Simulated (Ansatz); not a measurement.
# CH6S2Si2: one species, many methods

One table from this session's results is given with a row withheld; the runs are named, their logs left out.

Program: Ansatz 0.2.0, Gaussian basis. Level of theory: functionals in def2-TZVPP, the program's frozen cores in correlated methods. These are calculated values, not measurements.

Plan: PBE-D4, r2SCAN-D4, PBE0-D4, B3LYP-D4, ωB97X-V, ωB97M-V, B2PLYP; CCSD(T)/def2-TZVPP; MP2/def2-QZVPP; extrapolation to the limit.

## The geometry

All runs share one geometry, relaxed beforehand with PBE0-D4 in a triple-zeta def2 set.

SMILES `[SiH3][SiH]1CSS1`, 11 atoms, charge 0, spin multiplicity 1.

Atoms are counted from 1 here; the program's logs count them from 0.

Bond lengths: Si1–Si2 2.339 Å, Si1–H6 1.487 Å, Si1–H7 1.484 Å, Si1–H8 1.490 Å, Si2–C3 1.882 Å, Si2–S5 2.153 Å, Si2–H9 1.491 Å, C3–S4 1.827 Å, C3–H10 1.092 Å, C3–H11 1.090 Å, S4–S5 2.115 Å. Angles: Si2–Si1–H6 108.7°, Si2–Si1–H7 110.1°, Si2–Si1–H8 110.4°, H6–Si1–H7 109.7°, H6–Si1–H8 108.6°, H7–Si1–H8 109.3°, Si1–Si2–C3 112.7°, Si1–Si2–S5 111.2°, Si1–Si2–H9 112.0°, C3–Si2–S5 88.7°, C3–Si2–H9 117.2°, S5–Si2–H9 113.2°, Si2–C3–S4 91.6°, Si2–C3–H10 114.7°, Si2–C3–H11 117.2°, S4–C3–H10 110.8°, S4–C3–H11 110.5°, H10–C3–H11 110.6° and more.

As a file:

```xyz
11
charge 0, multiplicity 1
Si   -1.86527   -0.07701    0.12286
Si    0.36186    0.39287    0.66342
C     1.58260   -0.65085   -0.31787
S     1.56379    0.53993   -1.70388
S     1.06944    2.12808   -0.39741
H    -2.73661    0.94966    0.75407
H    -2.04980   -0.05132   -1.34974
H    -2.25485   -1.41733    0.64395
H     0.57135    0.47976    2.13687
H     2.57988   -0.71978    0.12074
H     1.24302   -1.63111   -0.65252
```

Set-up of the first run:

File in.yaml:

```yaml
crystal:
  periodic: [false, false, false]
  atoms:
    - {symbol: Si, position_ang: [-1.865273, -0.077011, 0.122857]}
    - {symbol: Si, position_ang: [0.361860, 0.392874, 0.663423]}
    - {symbol: C, position_ang: [1.582597, -0.650855, -0.317870]}
    - {symbol: S, position_ang: [1.563789, 0.539932, -1.703880]}
    - {symbol: S, position_ang: [1.069437, 2.128077, -0.397405]}
    - {symbol: H, position_ang: [-2.736614, 0.949661, 0.754066]}
    - {symbol: H, position_ang: [-2.049798, -0.051316, -1.349737]}
    - {symbol: H, position_ang: [-2.254848, -1.417328, 0.643952]}
    - {symbol: H, position_ang: [0.571353, 0.479763, 2.136872]}
    - {symbol: H, position_ang: [2.579881, -0.719784, 0.120743]}
    - {symbol: H, position_ang: [1.243017, -1.631111, -0.652520]}
basis:
  gaussian: {orbitals: def2-TZVPP}
hamiltonian: {xc: pbe, dispersion: d4}
output: {forces: true, orbitals: {seedname: orbitals}}
```

The run is started by

```console
ansatz run in.yaml --threads 4 --pin off --events-out ev --progress --plain --max-ram 10444MiB
```

Among the steps run: PBE-D4 (GGA); r2SCAN-D4 (meta-GGA); PBE0-D4 (hybrid); B3LYP-D4 (hybrid); ωB97X-V (range-separated); ωB97M-V (range-separated); B2PLYP (double hybrid); CCSD(T) in def2-TZVPP; MP2 in def2-QZVPP.

One table of the session follows, with a row left open; its other results are not shown here.

| method | atomisation energy (eV) |
| --- | --- |
| PBE-D4 | 36.939 |
| r2SCAN-D4 | ? |
| PBE0-D4 | 36.538 |
| B3LYP-D4 | 36.279 |
| ωB97X-V | 36.847 |
| ωB97M-V | 36.666 |
| B2PLYP | 35.700 |
| HF/def2-TZVPP | 26.106 |
| MP2/def2-TZVPP | 35.610 |
| CCSD/def2-TZVPP | 34.638 |
| CCSD(T)/def2-TZVPP | 35.283 |
| MP2/CBS | 36.825 |
| CCSD(T)/CBS | 36.499 |

Q: Estimate the row for r2SCAN-D4 from the others.

As computed: atomisation energy (eV): 36.632. In the column «atomisation energy (eV)» it lies between PBE0-D4 (36.538) and ωB97M-V (36.666).

Caveats from the session: Free atoms (2 Si, 1 C, 2 S, 6 H) were run apart at each level; the atomisation energy is their sum less the molecule, without zero-point or spin-orbit terms.
